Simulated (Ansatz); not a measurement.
# In4BiF: the cost of one run

Computed with Ansatz 0.2.0 (DFT PBE, scalar-relativistic, plane waves, PAW, unless a step's input says otherwise).

1 further run of the same task is left out (it didn't finish).

### Step 1. The system as given

The structure is hexagonal, space group P-6m2 (No. 187). The conventional cell has a = 6.009 Å, b = 6.009 Å, c = 4.796 Å, α = 90.00°, β = 90.00°, γ = 120.00°. Around In (site symmetry -6m2) lie 6 In at 2.95 Å and 3 F at 3.47 Å and 3 Bi at 3.47 Å. In (site symmetry mm2) has 6 In at 2.95 to 3.02 Å and 2 Bi at 2.97 Å and 4 F at 3.84 Å in its first shell of neighbours. Bi (site symmetry -6m2) has 9 In at 2.97 to 3.47 Å and 3 F at 3.47 Å in its first shell of neighbours. Around F (site symmetry -6m2) lie 15 In at 3.47 to 3.84 Å and 3 Bi at 3.47 Å.

Structure file:

```
In Bi F
1.0
     6.00939    0.00000    0.00000
    -3.00469    5.20428    0.00000
     0.00000    0.00000    4.79560
In Bi F
4 1 1
Direct
  0.33333 0.66667 0.00000
  0.66443 0.83221 0.50000
  0.16779 0.83221 0.50000
  0.16779 0.33557 0.50000
  0.00000 0.00000 0.00000
  0.66667 0.33333 0.00000
```

A structure generator made this guess: species swapped into a database cell of SmCo4Cu (P-6m2, No. 187), with F on the Sm sites, In on the Co sites and Bi on the Cu sites. The dimensions are guesses.

### Step 2. A first look at the guess

Input file input.yaml:

```yaml
crystal:
  lattice:
    - [6.00938835, 0.0, 0.0]
    - [-3.00469418, 5.20428297, 0.0]
    - [0.0, 0.0, 4.79559873]
  atoms:
    - { symbol: In, position: [0.33333333, 0.66666667, 0.0] }
    - { symbol: In, position: [0.66442666, 0.83221333, 0.5] }
    - { symbol: In, position: [0.16778667, 0.83221333, 0.5] }
    - { symbol: In, position: [0.16778667, 0.33557334, 0.5] }
    - { symbol: Bi, position: [0.0, 0.0, 0.0] }
    - { symbol: F, position: [0.66666667, 0.33333333, 0.0] }
basis:
  ecutwfc: 420
kpoints:
  mp_grid: { grid: [3, 3, 4] }
hamiltonian:
  xc: pbe
scf:
  occupations: { method: gaussian, width: 0.1 }
  lower_state_search: "off"
output:
  forces: true
  stress: true
  eigenvalues: true
```

Started as:

```
> ansatz run input.yaml --threads 1 --pin off --max-ram 2560MiB --backend cpu --events-out ev --progress --plain --runs-dir out
```

**Question.** How long does this run take on 1 thread of Intel Xeon 6975P-C (Granite Rapids), shared host, and how much memory does it need?

About 2.7 s, with a peak of 0.45 GiB.
